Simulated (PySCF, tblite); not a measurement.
# ScCl3: changes of charge

What do calculations give for the changes of charge of ScCl3 (`[Cl][Sc]([Cl])[Cl]`)?

Computed with tblite 0.8.0 and PySCF 2.14.0 and routines of our own; the level stands in each step. Atoms count from 0.

## 1. The starting structure

4 atoms, charge 0, multiplicity 1; geometry from: start built from the parent or by distance geometry.

## 2. Optimising the geometry with GFN2-xTB

Job settings and geometry (Å):

```
{"job": {"kind": "relax", "xc": "GFN2-xTB", "basis": "xTB"}, "charge": 0, "multiplicity": 1}
Sc     0.012600    -0.005600     0.430500
Cl     2.163200    -0.015800    -0.149200
Cl    -1.046400     1.885400    -0.155600
Cl    -1.108800    -1.854400    -0.171500
```

On the command line:

```sh
OMP_NUM_THREADS=1 python redox_run.py task.json out
```

One launch serves the whole session: the jobs run in the order shown.

The program printed:

```text
step      E/eV     max force
  0    -402.77578    0.192
  1    -402.77663    0.146
  2    -402.77789    0.044
  3    -402.77796    0.037
  4    -402.77808    0.020
  5    -402.77810    0.010
  6    -402.77810    0.009
```

Wall time 0.04 s (1 thread of Arm Neoverse V1, shared host).

The steps of the relaxation:

| step | energy from step 0 (eV) | largest force (eV/Å) |
| --- | --- | --- |
| 0 | 0.0000 | 0.1915 |
| 1 | -0.0009 | 0.1459 |
| 2 | -0.0021 | 0.0443 |
| 3 | -0.0022 | 0.0369 |
| 4 | -0.0023 | 0.0199 |
| 5 | -0.0023 | 0.0105 |
| 6 | -0.0023 | 0.0091 |

Close pairs (by a distance rule), those that changed most:

| bond | before (Å) | after (Å) | change (Å) |
| --- | --- | --- | --- |
| Sc0–Cl1 | 2.227 | 2.250 | +0.023 |
| Sc0–Cl3 | 2.245 | 2.250 | +0.006 |
| Sc0–Cl2 | 2.245 | 2.249 | +0.004 |

The end geometry stands in the next job.

## 3. Vibrational analysis with GFN2-xTB

Job settings and geometry (Å):

```
{"job": {"kind": "ir", "xc": "GFN2-xTB", "basis": "xTB"}, "charge": 0, "multiplicity": 1}
Sc     0.005169    -0.004352     0.436225
Cl     2.176662    -0.017017    -0.152413
Cl    -1.049977     1.891618    -0.156613
Cl    -1.111385    -1.860714    -0.172916
```

The program printed:

```text
mode    cm-1     km/mol
  1      60.1     26.16
  2      63.7     10.87
  3      65.3     10.38
  4     268.2      4.52
  5     366.2    106.65
  6     366.8    107.68
ZPE 7.120  H(298)-E 26.414  G(298)-E -75.550 kJ/mol  S 341.99 J/(mol K)
```

Wall time 0.14 s (1 thread of Arm Neoverse V1, shared host).

Which atoms move in the most intense modes:

| cm⁻¹ | km/mol | atoms |
| --- | --- | --- |
| 60 | 26.2 | Sc0 54 %, Cl3 17 %, Cl1 17 %, Cl2 11 % |
| 64 | 10.9 | Cl3 36 %, Cl1 31 %, Cl2 19 %, Sc0 14 % |
| 65 | 10.4 | Cl2 43 %, Cl1 25 %, Cl3 19 %, Sc0 13 % |
| 268 | 4.5 | Cl3 29 %, Cl1 29 %, Cl2 28 %, Sc0 15 % |
| 366 | 106.7 | Sc0 54 %, Cl2 31 % |
| 367 | 107.7 | Sc0 54 %, Cl1 23 %, Cl3 23 % |

## 4. Geometry optimisation at BP86-D3(BJ)/def2-SVP

Job settings and geometry (Å):

```
{"job": {"xc": "BP86", "basis": "def2-SVP", "d3": "d3bj", "grid": 1, "kind": "geom"}, "charge": 0, "multiplicity": 1}
Sc     0.005169    -0.004352     0.436225
Cl     2.176662    -0.017017    -0.152413
Cl    -1.049977     1.891618    -0.156613
Cl    -1.111385    -1.860714    -0.172916
```

The program printed:

```text
step   0  E = -2141.25785140  max force = 0.005617
step   1  E = -2141.26012363  max force = 0.002904
step   2  E = -2141.26050352  max force = 0.004354
step   3  E = -2141.26078681  max force = 0.002642
step   4  E = -2141.23652420  max force = 0.039624
step   5  E = -2141.26051492  max force = 0.009877
step   6  E = -2141.25949000  max force = 0.019260
step   7  E = -2141.26097223  max force = 0.002493
step   8  E = -2141.26105065  max force = 0.003246
step   9  E = -2141.26075728  max force = 0.003657
step  10  E = -2141.26102471  max force = 0.002394
step  11  E = -2141.26112900  max force = 0.001203
step  12  E = -2141.26098154  max force = 0.002313
step  13  E = -2141.26108707  max force = 0.000940
step  14  E = -2141.26109999  max force = 0.000390
step  15  E = -2141.26112033  max force = 0.000163
step  16  E = -2141.26112520  max force = 0.000086
step  17  E = -2141.26112788  max force = 0.000025
optimisation converged
```

Run time: 62 s. Hardware: 1 thread of Arm Neoverse V1, shared host; peak memory 0.31 GiB.

Along the way: (the energy doesn't fall at every step)

| step | energy from step 0 (eV) | largest force component (eV/Å) |
| --- | --- | --- |
| 0 | 0.0000 | 0.2888 |
| 1 | -0.0618 | 0.1493 |
| 2 | -0.0722 | 0.2239 |
| 3 | -0.0799 | 0.1359 |
| 4 | 0.5803 | 2.0375 |
| 5 | -0.0725 | 0.5079 |
| 6 | -0.0446 | 0.9904 |
| 7 | -0.0849 | 0.1282 |
| 8 | -0.0871 | 0.1669 |
| 9 | -0.0791 | 0.1881 |
| 10 | -0.0864 | 0.1231 |
| 11 | -0.0892 | 0.0619 |
| 12 | -0.0852 | 0.1189 |
| 13 | -0.0880 | 0.0483 |
| 14 | -0.0884 | 0.0201 |
| 15 | -0.0890 | 0.0084 |
| 16 | -0.0891 | 0.0044 |
| 17 | -0.0892 | 0.0013 |

Distances of close pairs at the start and the end, largest changes first:

| bond | before (Å) | after (Å) | change (Å) |
| --- | --- | --- | --- |
| Sc0–Cl1 | 2.250 | 2.268 | +0.018 |
| Sc0–Cl2 | 2.249 | 2.263 | +0.013 |
| Sc0–Cl3 | 2.250 | 2.263 | +0.012 |

The next job starts from the end point, and lists it.

| at the end point | value |
| --- | --- |
| rotational constants (GHz, main isotopes) | 1.931, 1.830, 0.940 |
| dipole moment (D) | 0.25 |

## 5. Single point (ScCl₃): PBE0-D3(BJ)/ma-def2-SVP

Geometry: BP86-D3(BJ)/def2-SVP.

Job settings and geometry (Å):

```
{"job": {"kind": "sp", "xc": "PBE0", "basis": "ma-def2-SVP", "d3": "d3bj", "grid": 2}, "charge": 0, "multiplicity": 1}
Sc     0.033099     0.002607    -0.033093
Cl     2.164784     0.001851     0.742128
Cl    -1.089437     1.936890    -0.375754
Cl    -1.089934    -1.931473    -0.375214
```

The program printed:

```text
coarse grid: 26392 points
cycle   1  E = -2140.0204113699  dE =  4.262e-01  |g| = 1.178e+00  |ddm| = 3.821e+00
cycle   2  E = -2139.8550780486  dE =  1.653e-01  |g| = 1.251e+00  |ddm| = 5.149e+00
cycle   3  E = -2140.4032183386  dE = -5.481e-01  |g| = 1.458e-01  |ddm| = 3.622e+00
cycle   4  E = -2140.4085258555  dE = -5.308e-03  |g| = 3.385e-02  |ddm| = 3.045e-01
cycle   5  E = -2140.4088542638  dE = -3.284e-04  |g| = 4.861e-03  |ddm| = 5.755e-02
cycle   6  E = -2140.4088612125  dE = -6.949e-06  |g| = 1.738e-03  |ddm| = 1.226e-02
final grid: 48280 points
cycle   7  E = -2140.4086007450  dE =  2.532e-06  |g| = 3.256e-03  |ddm| = 9.208e-03
cycle   8  E = -2140.4085886483  dE =  1.210e-05  |g| = 6.778e-03  |ddm| = 1.810e-02
cycle   9  E = -2140.4086043405  dE = -1.569e-05  |g| = 2.199e-04  |ddm| = 1.274e-02
cycle  10  E = -2140.4086043550  dE = -1.458e-08  |g| = 3.372e-05  |ddm| = 3.878e-04
cycle  11  E = -2140.4086043554  dE = -3.656e-10  |g| = 9.543e-06  |ddm| = 5.214e-05
converged SCF energy = -2140.4086043554
```

Run time: 2.6 s. Hardware: 1 thread of Arm Neoverse V1, shared host; peak memory 0.43 GiB.

## 6. Single point (ScCl₃+ (doublet)): PBE0-D3(BJ)/ma-def2-SVP

Geometry: BP86-D3(BJ)/def2-SVP, that of another charge or spin state.

Job settings and geometry (Å):

```
{"job": {"kind": "sp", "xc": "PBE0", "basis": "ma-def2-SVP", "d3": "d3bj", "grid": 2}, "charge": 1, "multiplicity": 2}
Sc     0.033099     0.002607    -0.033093
Cl     2.164784     0.001851     0.742128
Cl    -1.089437     1.936890    -0.375754
Cl    -1.089934    -1.931473    -0.375214
```

The program printed:

```text
final grid: 48280 points
cycle   1  E = -2139.9910147199  dE =  1.474e-08  |g| = 1.459e-04  |ddm| = 2.744e-04
cycle   2  E = -2139.9910145424  dE =  1.775e-07  |g| = 5.052e-04  |ddm| = 1.024e-03
cycle   3  E = -2139.9910147379  dE = -1.955e-07  |g| = 2.400e-05  |ddm| = 7.418e-04
cycle   4  E = -2139.9910147381  dE = -1.719e-10  |g| = 1.978e-05  |ddm| = 3.578e-05
converged SCF energy = -2139.9910147381
```

Wall time 69 s (1 thread of Arm Neoverse V1, shared host); peak memory 0.46 GiB.

## 7. Optimising the geometry with GFN2-xTB

This step treats ScCl₃+ (doublet).

Job settings and geometry (Å):

```
{"job": {"kind": "relax", "xc": "GFN2-xTB", "basis": "xTB"}, "charge": 1, "multiplicity": 2}
Sc     0.049300    -0.003500    -0.038400
Cl     2.154100     0.010500     0.719100
Cl    -1.072000     1.929300    -0.372600
Cl    -1.092400    -1.916900    -0.395800
```

The program printed:

```text
step      E/eV     max force
  0    -387.73407    0.513
  1    -387.74125    0.443
  2    -387.77003    0.100
  3    -387.77125    0.088
  4    -387.77151    0.074
  5    -387.77174    0.046
  6    -387.77187    0.018
  7    -387.77190    0.014
  8    -387.77191    0.014
  9    -387.77192    0.015
 10    -387.77196    0.018
 11    -387.77209    0.032
 12    -387.77291    0.086
 13    -387.77133    0.022
 14    -387.77076    0.087
 15    -387.77146    0.008
 16    -387.78095    0.160
 17    -387.78200    0.150
 18    -387.78890    0.096
 19    -387.78909    0.090
 20    -387.78965    0.079
 21    -387.79127    0.070
 22    -387.79465    0.143
 23    -387.79931    0.219
 24    -387.80731    0.248
 25    -387.82607    0.189
 26    -387.83132    0.143
 27    -387.83260    0.102
 28    -387.83292    0.083
 29    -387.83338    0.026
 30    -387.83343    0.006
```

Run time: 0.09 s. Hardware: 1 thread of Arm Neoverse V1, shared host.

Relaxation path: (the energy doesn't fall at every step)

| step | energy from step 0 (eV) | largest force (eV/Å) |
| --- | --- | --- |
| 0 | 0.0000 | 0.5129 |
| 1 | -0.0072 | 0.4430 |
| 2 | -0.0360 | 0.0996 |
| 3 | -0.0372 | 0.0876 |
| 4 | -0.0374 | 0.0743 |
| 5 | -0.0377 | 0.0463 |
| 6 | -0.0378 | 0.0176 |
| 7 | -0.0378 | 0.0136 |
| 8 | -0.0378 | 0.0141 |
| 9 | -0.0379 | 0.0150 |
| 10 | -0.0379 | 0.0179 |
| 11 | -0.0380 | 0.0320 |
| 12 | -0.0388 | 0.0862 |
| 13 | -0.0373 | 0.0221 |
| 14 | -0.0367 | 0.0868 |
| 15 | -0.0374 | 0.0077 |
| 16 | -0.0469 | 0.1604 |
| 17 | -0.0479 | 0.1499 |
| 18 | -0.0548 | 0.0962 |
| 19 | -0.0550 | 0.0900 |
| 20 | -0.0556 | 0.0788 |
| 21 | -0.0572 | 0.0699 |
| 22 | -0.0606 | 0.1429 |
| 23 | -0.0652 | 0.2189 |
| 24 | -0.0732 | 0.2478 |
| 25 | -0.0920 | 0.1890 |
| 26 | -0.0973 | 0.1428 |
| 27 | -0.0985 | 0.1019 |
| 28 | -0.0989 | 0.0832 |
| 29 | -0.0993 | 0.0257 |
| 30 | -0.0994 | 0.0059 |

Distances of close pairs at the start and the end, largest changes first:

| bond | before (Å) | after (Å) | change (Å) |
| --- | --- | --- | --- |
| Sc0–Cl1 | 2.237 | 2.297 | +0.060 |
| Sc0–Cl3 | 2.257 | 2.298 | +0.041 |
| Sc0–Cl2 | 2.259 | 2.298 | +0.039 |

The final coordinates are the input of the step that follows.

## 8. Vibrational analysis with GFN2-xTB

Job settings and geometry (Å):

```
{"job": {"kind": "ir", "xc": "GFN2-xTB", "basis": "xTB"}, "charge": 1, "multiplicity": 2}
Sc     0.254468    -0.001401    -0.653266
Cl     1.940351     0.011215     0.907246
Cl    -1.078012     1.795807    -0.127131
Cl    -1.100865    -1.786492    -0.146910
```

The program printed:

```text
mode    cm-1     km/mol
  1      16.5      4.89
  2      19.3      3.94
  3      54.5     12.39
  4     264.7      7.55
  5     277.1      2.90
  6     281.5      2.68
ZPE 5.465  H(298)-E 25.864  G(298)-E -84.505 kJ/mol  S 370.18 J/(mol K)
```

Run time: 0.16 s. Hardware: 1 thread of Arm Neoverse V1, shared host.

Which atoms move in the most intense modes:

| cm⁻¹ | km/mol | atoms |
| --- | --- | --- |
| 16 | 4.9 | Cl1 39 %, Cl3 30 %, Cl2 17 %, Sc0 14 % |
| 19 | 3.9 | Cl2 41 %, Cl3 29 %, Cl1 17 %, Sc0 13 % |
| 54 | 12.4 | Sc0 40 %, Cl1 21 %, Cl2 19 %, Cl3 19 % |
| 265 | 7.5 | Sc0 30 %, Cl1 29 %, Cl3 22 %, Cl2 19 % |
| 277 | 2.9 | Sc0 49 %, Cl2 32 %, Cl3 19 % |
| 282 | 2.7 | Sc0 50 %, Cl1 28 %, Cl3 16 % |

## 9. Relaxing the molecule at BP86-D3(BJ)/def2-SVP

This step treats ScCl₃+ (doublet).

Job settings and geometry (Å):

```
{"job": {"xc": "BP86", "basis": "def2-SVP", "d3": "d3bj", "grid": 1, "kind": "geom"}, "charge": 1, "multiplicity": 2}
Sc     0.254468    -0.001401    -0.653266
Cl     1.940351     0.011215     0.907246
Cl    -1.078012     1.795807    -0.127131
Cl    -1.100865    -1.786492    -0.146910
```

The program printed:

```text
step   0  E = -2140.87463313  max force = 0.005693
step   1  E = -2140.87472054  max force = 0.001699
step   2  E = -2140.87478550  max force = 0.001030
step   3  E = -2140.87485101  max force = 0.001644
step   4  E = -2140.87488947  max force = 0.001762
step   5  E = -2140.87489969  max force = 0.001063
step   6  E = -2140.87487919  max force = 0.000873
step   7  E = -2140.87489430  max force = 0.000460
step   8  E = -2140.87491941  max force = 0.000266
step   9  E = -2140.87492347  max force = 0.000229
optimisation converged
```

It took 77 s on 1 thread of Arm Neoverse V1, shared host; peak memory 0.37 GiB.

Step by step:

| step | energy from step 0 (eV) | largest force component (eV/Å) |
| --- | --- | --- |
| 0 | 0.0000 | 0.2927 |
| 1 | -0.0024 | 0.0874 |
| 2 | -0.0041 | 0.0530 |
| 3 | -0.0059 | 0.0845 |
| 4 | -0.0070 | 0.0906 |
| 5 | -0.0073 | 0.0547 |
| 6 | -0.0067 | 0.0449 |
| 7 | -0.0071 | 0.0237 |
| 8 | -0.0078 | 0.0137 |
| 9 | -0.0079 | 0.0118 |

Distances of close pairs at the start and the end, largest changes first:

| bond | before (Å) | after (Å) | change (Å) |
| --- | --- | --- | --- |
| Sc0–Cl2 | 2.298 | 2.277 | -0.021 |
| Sc0–Cl3 | 2.298 | 2.277 | -0.021 |
| Sc0–Cl1 | 2.297 | 2.280 | -0.018 |

The end geometry stands in the next job.

| at the end point | value |
| --- | --- |
| point group (found at 0.08 Å tolerance) | Cs |
| rotational constants (GHz, main isotopes) | 2.107, 1.887, 1.115 |
| ⟨S²⟩ | 0.754 |

## 10. Single point (ScCl3): PBE0-D3(BJ)/ma-def2-SVP

Geometry: BP86-D3(BJ)/def2-SVP, that of another charge or spin state.

Job settings and geometry (Å):

```
{"job": {"kind": "sp", "xc": "PBE0", "basis": "ma-def2-SVP", "d3": "d3bj", "grid": 2}, "charge": 0, "multiplicity": 1}
Sc     0.234955     0.004367    -0.665089
Cl     1.772811     0.004648     1.017753
Cl    -0.995405     1.859898    -0.187170
Cl    -0.996404    -1.849775    -0.185538
```

The program printed:

```text
coarse grid: 26392 points
cycle   1  E = -2139.9830609146  dE =  4.485e-01  |g| = 1.237e+00  |ddm| = 4.257e+00
cycle   2  E = -2139.7794242884  dE =  2.036e-01  |g| = 1.318e+00  |ddm| = 5.985e+00
cycle   3  E = -2140.3887796565  dE = -6.094e-01  |g| = 1.614e-01  |ddm| = 4.069e+00
cycle   4  E = -2140.3951875288  dE = -6.408e-03  |g| = 3.834e-02  |ddm| = 3.299e-01
cycle   5  E = -2140.3956213558  dE = -4.338e-04  |g| = 6.238e-03  |ddm| = 7.073e-02
cycle   6  E = -2140.3956333975  dE = -1.204e-05  |g| = 1.944e-03  |ddm| = 1.789e-02
cycle   7  E = -2140.3956346186  dE = -1.221e-06  |g| = 5.483e-04  |ddm| = 5.483e-03
final grid: 48280 points
cycle   8  E = -2140.3954071752  dE =  1.870e-08  |g| = 7.835e-04  |ddm| = 3.251e-03
cycle   9  E = -2140.3954067434  dE =  4.318e-07  |g| = 1.368e-03  |ddm| = 3.927e-03
cycle  10  E = -2140.3954073543  dE = -6.109e-07  |g| = 2.643e-04  |ddm| = 3.050e-03
cycle  11  E = -2140.3954073772  dE = -2.286e-08  |g| = 1.271e-05  |ddm| = 5.271e-04
cycle  12  E = -2140.3954073772  dE = -4.547e-11  |g| = 4.657e-06  |ddm| = 2.594e-05
converged SCF energy = -2140.3954073772
```

Wall time 2.8 s (1 thread of Arm Neoverse V1, shared host); peak memory 0.43 GiB.

## 11. Single point (ScCl3+ (doublet)): PBE0-D3(BJ)/ma-def2-SVP

Geometry: BP86-D3(BJ)/def2-SVP.

Job settings and geometry (Å):

```
{"job": {"kind": "sp", "xc": "PBE0", "basis": "ma-def2-SVP", "d3": "d3bj", "grid": 2}, "charge": 1, "multiplicity": 2}
Sc     0.234955     0.004367    -0.665089
Cl     1.772811     0.004648     1.017753
Cl    -0.995405     1.859898    -0.187170
Cl    -0.996404    -1.849775    -0.185538
```

The program printed:

```text
final grid: 48280 points
cycle   1  E = -2139.9963554012  dE = -1.102e-09  |g| = 1.423e-05  |ddm| = 9.001e-05
converged SCF energy = -2139.9963554012
```

Run time: 79 s. Hardware: 1 thread of Arm Neoverse V1, shared host; peak memory 0.47 GiB.

## 12. Single point (ScCl3): PBE0-D3(BJ)/ma-def2-SVP in acetonitrile

Geometry: BP86-D3(BJ)/def2-SVP.

Job settings and geometry (Å):

```
{"job": {"kind": "sp", "xc": "PBE0", "basis": "ma-def2-SVP", "d3": "d3bj", "grid": 2, "solvent": "acetonitrile"}, "charge": 0, "multiplicity": 1}
Sc     0.033099     0.002607    -0.033093
Cl     2.164784     0.001851     0.742128
Cl    -1.089437     1.936890    -0.375754
Cl    -1.089934    -1.931473    -0.375214
```

The program printed:

```text
final grid: 48280 points
cycle   1  E = -2140.4209483312  dE =  3.925e-04  |g| = 7.732e-02  |ddm| = 3.676e-01
cycle   2  E = -2140.4148920046  dE =  6.056e-03  |g| = 1.537e-01  |ddm| = 4.432e-01
cycle   3  E = -2140.4231669183  dE = -8.275e-03  |g| = 5.380e-03  |ddm| = 2.783e-01
cycle   4  E = -2140.4231748325  dE = -7.914e-06  |g| = 6.710e-04  |ddm| = 9.015e-03
cycle   5  E = -2140.4231750333  dE = -2.009e-07  |g| = 1.761e-04  |ddm| = 1.408e-03
cycle   6  E = -2140.4231750460  dE = -1.267e-08  |g| = 4.956e-05  |ddm| = 5.083e-04
cycle   7  E = -2140.4231750472  dE = -1.212e-09  |g| = 5.217e-06  |ddm| = 1.179e-04
converged SCF energy = -2140.4231750472
```

Run time: 2.1 s. Hardware: 1 thread of Arm Neoverse V1, shared host; peak memory 0.44 GiB.

## 13. Single point (ScCl3+ (doublet)): PBE0-D3(BJ)/ma-def2-SVP in acetonitrile

Geometry: BP86-D3(BJ)/def2-SVP.

Job settings and geometry (Å):

```
{"job": {"kind": "sp", "xc": "PBE0", "basis": "ma-def2-SVP", "d3": "d3bj", "grid": 2, "solvent": "acetonitrile"}, "charge": 1, "multiplicity": 2}
Sc     0.234955     0.004367    -0.665089
Cl     1.772811     0.004648     1.017753
Cl    -0.995405     1.859898    -0.187170
Cl    -0.996404    -1.849775    -0.185538
```

The program printed:

```text
final grid: 48280 points
cycle   1  E = -2140.0973131866  dE =  8.144e-04  |g| = 8.147e-02  |ddm| = 4.010e-01
cycle   2  E = -2140.0813204255  dE =  1.599e-02  |g| = 1.741e-01  |ddm| = 5.708e-01
cycle   3  E = -2140.1023397276  dE = -2.102e-02  |g| = 6.707e-03  |ddm| = 3.675e-01
cycle   4  E = -2140.1023590637  dE = -1.934e-05  |g| = 2.654e-03  |ddm| = 1.053e-02
cycle   5  E = -2140.1023634436  dE = -4.380e-06  |g| = 2.343e-03  |ddm| = 7.705e-03
cycle   6  E = -2140.1023670376  dE = -3.594e-06  |g| = 9.839e-04  |ddm| = 2.589e-03
cycle   7  E = -2140.1023687326  dE = -1.695e-06  |g| = 7.039e-04  |ddm| = 3.727e-03
cycle   8  E = -2140.1023705003  dE = -1.768e-06  |g| = 2.395e-04  |ddm| = 6.136e-03
cycle   9  E = -2140.1023710276  dE = -5.273e-07  |g| = 8.466e-05  |ddm| = 4.256e-03
cycle  10  E = -2140.1023710848  dE = -5.718e-08  |g| = 7.576e-05  |ddm| = 9.066e-04
cycle  11  E = -2140.1023711263  dE = -4.154e-08  |g| = 4.964e-05  |ddm| = 8.914e-04
cycle  12  E = -2140.1023711442  dE = -1.784e-08  |g| = 2.981e-05  |ddm| = 6.779e-04
cycle  13  E = -2140.1023711490  dE = -4.805e-09  |g| = 7.032e-06  |ddm| = 4.210e-04
converged SCF energy = -2140.1023711490
```

Wall time 5.9 s (1 thread of Arm Neoverse V1, shared host); peak memory 0.45 GiB.

## 14. Changes of charge: PBE0-D3(BJ)/ma-def2-SVP

This step combines the energies above: geometries from BP86-D3(BJ)/def2-SVP, zero-point and thermal terms from GFN2-xTB.

Job settings and geometry (Å):

```
{"job": {"kind": "rx", "dirs": [1], "deep": 3, "geom": {"xc": "BP86", "basis": "def2-SVP", "d3": "d3bj", "grid": 1}, "level": {"xc": "PBE0", "basis": "ma-def2-SVP", "d3": "d3bj", "solvents": ["acetonitrile"]}}, "charge": 0, "multiplicity": 1}
Sc     0.033099     0.002607    -0.033093
Cl     2.164784     0.001851     0.742128
Cl    -1.089437     1.936890    -0.375754
Cl    -1.089934    -1.931473    -0.375214
```

Output (the driver's rows laid out field by field):

```text
ionisation and electron attachment, PBE0-D3(BJ)/ma-def2-SVP // BP86-D3(BJ)/def2-SVP

row 1
  change                  oxidation
  charge                  1
  multiplicity            2
  vertical_ev             11.3632
  vertical_s2             0.764
  formula                 Cl3Sc
  kept                    yes
  pieces                  1
  point_group             Cs
  adiabatic_electronic_ev 11.2179
  adiabatic_ev            11.2007
  free_energy_ev          11.1563
  s2                      0.766
  bonds_moved             0 2 2.263 2.277; 0 3 2.263 2.277; 0 1 2.268 2.28
  spin_on                 1 Cl 0.428; 2 Cl 0.348; 3 Cl 0.347; 0 Sc -0.123
  charge_moved            1 Cl 0.372; 2 Cl 0.316; 3 Cl 0.316
  vertical_back_ev        10.8588
  relaxation_parent_ev    0.3591
  relaxation_ion_ev       0.1453
  reorganisation_ev       0.5044
  solution                solvent acetonitrile, absolute_potential_v 8.6679, solvation_parent_kj -38.26, solvation_ion_kj -278.34
```

It took 5 min on 1 thread of Arm Neoverse V1, shared host; peak memory 0.45 GiB.

Energy taken up on oxidation, or given off on reduction (eV; adiabatic with zero-point energy):

| change | product | vertical | adiabatic | free energy | reorganisation | ⟨S²⟩ |
| --- | --- | --- | --- | --- | --- | --- |
| oxidation (multiplicity 2) | Cl3Sc | 11.36 | 11.20 | 11.16 | 0.50 | 0.77 |

On oxidation to multiplicity 2 charge changes most on Cl1 (+0.37 e), Cl2 (+0.32 e), Cl3 (+0.32 e); the spin sits on Cl1 (0.43), Cl2 (0.35), Cl3 (0.35); the bond Sc0–Cl2 goes from 2.263 to 2.277 Å; the absolute potential is 8.67 V in acetonitrile.

## 15. What came out

```
                                   quantity                                  value
  strongest single infrared mode (GFN2-xTB)                   367 cm⁻¹, 108 km/mol
               zero-point energy (GFN2-xTB)                           1.7 kcal/mol
       rotational constants (main isotopes)                   1.93, 1.83, 0.94 GHz
ionisation energy (PBE0-D3(BJ)/ma-def2-SVP)  vertical 11.36 eV, adiabatic 11.20 eV
```

All 6 modes are real, so the xTB geometry is a minimum. GFN2-xTB is a fitted tight-binding method: band positions and strengths are rough. Its intensities can rank the bands wrongly. Over 17 steps the energy fell by 0.089 eV; of the close pairs, Sc0–Cl1 changed most, 2.250 to 2.268 Å (BP86/def2-SVP). No frequency check was run at this level, so the end point may be a saddle. At PBE0-D3(BJ)/ma-def2-SVP, relaxation with the zero-point term after oxidation moves the energy taken up from 11.36 eV (vertical) to 11.20 eV (adiabatic, with zero-point energy).
